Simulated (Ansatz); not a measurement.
# Ba16O: the cost of one run

Program: Ansatz 0.2.0. Level of theory: DFT PBE+D3(BJ), plane waves, PAW, scalar-relativistic, no spin polarisation. These are calculated values, not measurements.

## (1) The system as given

The cell holds 17 atoms (Ba16O): a = 10.040 Å, b = 10.040 Å, c = 10.040 Å, α = 90.00°, β = 90.00°, γ = 90.00°.

Its coordinates follow in the input file.

## (2) End point A

Contents of input.yaml:

```yaml
crystal:
  lattice:
    - [10.04, 0.0, 0.0]
    - [0.0, 10.04, 0.0]
    - [0.0, 0.0, 10.04]
  atoms:
    - { symbol: Ba, position: [0.0, 0.0, 0.0] }
    - { symbol: Ba, position: [0.5, 0.0, 0.0] }
    - { symbol: Ba, position: [0.0, 0.5, 0.0] }
    - { symbol: Ba, position: [0.0, 0.0, 0.5] }
    - { symbol: Ba, position: [0.25, 0.25, 0.25] }
    - { symbol: Ba, position: [0.5, 0.5, 0.0] }
    - { symbol: Ba, position: [0.5, 0.0, 0.5] }
    - { symbol: Ba, position: [0.75, 0.25, 0.25] }
    - { symbol: Ba, position: [0.0, 0.5, 0.5] }
    - { symbol: Ba, position: [0.25, 0.75, 0.25] }
    - { symbol: Ba, position: [0.25, 0.25, 0.75] }
    - { symbol: Ba, position: [0.5, 0.5, 0.5] }
    - { symbol: Ba, position: [0.75, 0.75, 0.25] }
    - { symbol: Ba, position: [0.75, 0.25, 0.75] }
    - { symbol: Ba, position: [0.25, 0.75, 0.75] }
    - { symbol: Ba, position: [0.75, 0.75, 0.75] }
    - { symbol: O, position: [0.2471838, 0.8753892, 0.0002068] }
basis:
  ecutwfc: 420.0
kpoints:
  mp_grid: { grid: [2, 2, 2] }
hamiltonian:
  xc: pbe
  dispersion: d3bj
scf:
  occupations: { method: gaussian, width: 0.1 }
  lower_state_search: "off"
relax:
  f_tol: 0.03
  max_steps: 60
  adjacent_minimum: "off"
```

Command:

```
> ansatz run input.yaml --threads 4 --pin off --max-ram 10240MiB --backend cpu --events-out ev --progress --plain --runs-dir out
```

Q: Estimate wall time and peak memory on 4 threads of Intel Xeon Platinum 8488C (Sapphire Rapids), shared host.

About 64 s, with a peak of 2.8 GiB.
